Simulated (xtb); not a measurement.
# CH4OSSi (SMILES O[SiH]1CS1): GFN2-xTB (hydrogen mass 1 u, md dump 20 fs, md temperature 300 K, md time 0.2 ps)

Wanted: a short trajectory of CH4OSSi. 

The calculation is run with xtb 6.7.1.

3 further runs of the same task are left out: 1 that didn't finish, 2 set aside as unsound or not needed.

## (1) The structure to begin with

CH4OSSi: 8 atoms, total charge 0, spin state singlet. SMILES: `O[SiH]1CS1`. The shape was relaxed beforehand at GFN2-xTB. This is one conformer, not always the lowest. The run starts from this shape.

Bond lengths: O1–Si2 1.615 Å, Si2–C3 1.867 Å, Si2–S4 2.131 Å, C3–S4 1.874 Å, O1–H5 0.955 Å, Si2–H6 1.435 Å, C3–H7 1.080 Å, C3–H8 1.082 Å. Some angles: O1–Si2–C3 122.2°, O1–Si2–S4 119.5°, C3–Si2–S4 55.4°, Si2–C3–S4 69.5°, Si2–S4–C3 55.1°, O1–Si2–H6 106.8°, C3–Si2–H6 123.9°, S4–Si2–H6 121.4°, Si2–O1–H5 122.8°, Si2–C3–H7 121.1°.

## (2) Molecular dynamics at GFN2-xTB (hydrogen mass 1 u, md dump 20 fs, md temperature 300 K, md time 0.2 ps)

.CHRG

```
0
```

.UHF

```
0
```

input.inp

```
$md
   temp=300
   time=0.2
   step=0.25
   dump=20
   hmass=1
   shake=0
   nvt=false
$end
```

input.xyz

```xyz
8

O     -1.427186     1.259664    -0.240815
Si     0.070011     0.755451     0.095423
C      0.480528    -1.049040     0.342502
S      1.113200    -0.451783    -1.317809
H     -1.984058     0.833140    -0.889127
H      0.723718     1.827643     0.790797
H      1.291690    -1.352954     0.987168
H     -0.267903    -1.822131     0.231862
```

Launch:

```bash
$ xtb input.xyz --gfn2 -I input.inp --md > xtb.out
```

What values should one expect? Wanted: potential energy of the last frame.

Answer, from the run:

At GFN2-xTB (hydrogen mass 1 u, md dump 20 fs, md temperature 300 K, md time 0.2 ps):

```
                          quantity         value
potential energy of the last frame  -13.21953 Eh
```
